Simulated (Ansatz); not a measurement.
# Si: the cost of one run

Program: Ansatz 0.2.0. Level of theory: DFT PBE, scalar-relativistic, plane waves, PAW, and further levels as typed in the inputs. These are calculated values, not measurements.

**1. The structure to begin with**

Symmetry: R-3m, No. 166, trigonal system. Conventional cell: a = 3.834 Å, b = 3.834 Å, c = 9.501 Å, α = 90.00°, β = 90.00°, γ = 120.00°. Around Si (site symmetry 3m) lie 4 Si at 2.35 to 2.38 Å.

Coordinates:

```cif
data_structure
_symmetry_space_group_name_H-M 'P 1'
_symmetry_Int_Tables_number 1
_cell_length_a 3.8639
_cell_length_b 3.8639
_cell_length_c 3.8639
_cell_angle_alpha 59.490
_cell_angle_beta 59.490
_cell_angle_gamma 59.490
_cell_volume 40.32
loop_
_atom_site_label
_atom_site_type_symbol
_atom_site_fract_x
_atom_site_fract_y
_atom_site_fract_z
_atom_site_occupancy
Si1 Si 0.00000 0.00000 0.00000 1
Si2 Si 0.25000 0.25000 0.25000 1
```

**2. Relaxing the atoms: Si, no spin**

Input file input.yaml:

```yaml
crystal:
  lattice:
    - [0.0210460231, 2.7321321031, 2.7321321031]
    - [2.7321321031, 0.0210460231, 2.7321321031]
    - [2.7321321031, 2.7321321031, 0.0210460231]
  atoms:
    - { symbol: Si, position: [0.0, 0.0, 0.0] }
    - { symbol: Si, position: [0.25, 0.25, 0.25] }
scf:
  occupations: { method: gaussian, width: 0.01 }
output:
  forces: true
  stress: true
hamiltonian:
  xc: pbe
kpoints:
  mp_grid: { grid: [12, 12, 12] }
relax:
  f_tol: 0.0005
```

On the command line:

```console
$ ansatz run input.yaml --threads 4 --pin off --max-ram 8192MiB --backend cpu --events-out ev --progress --plain --runs-dir out
```

**Question.** How long does this run take on 4 threads of Arm Neoverse V1, shared host, and how much memory does it need?

About 3.9 s, with a peak of 0.36 GiB.
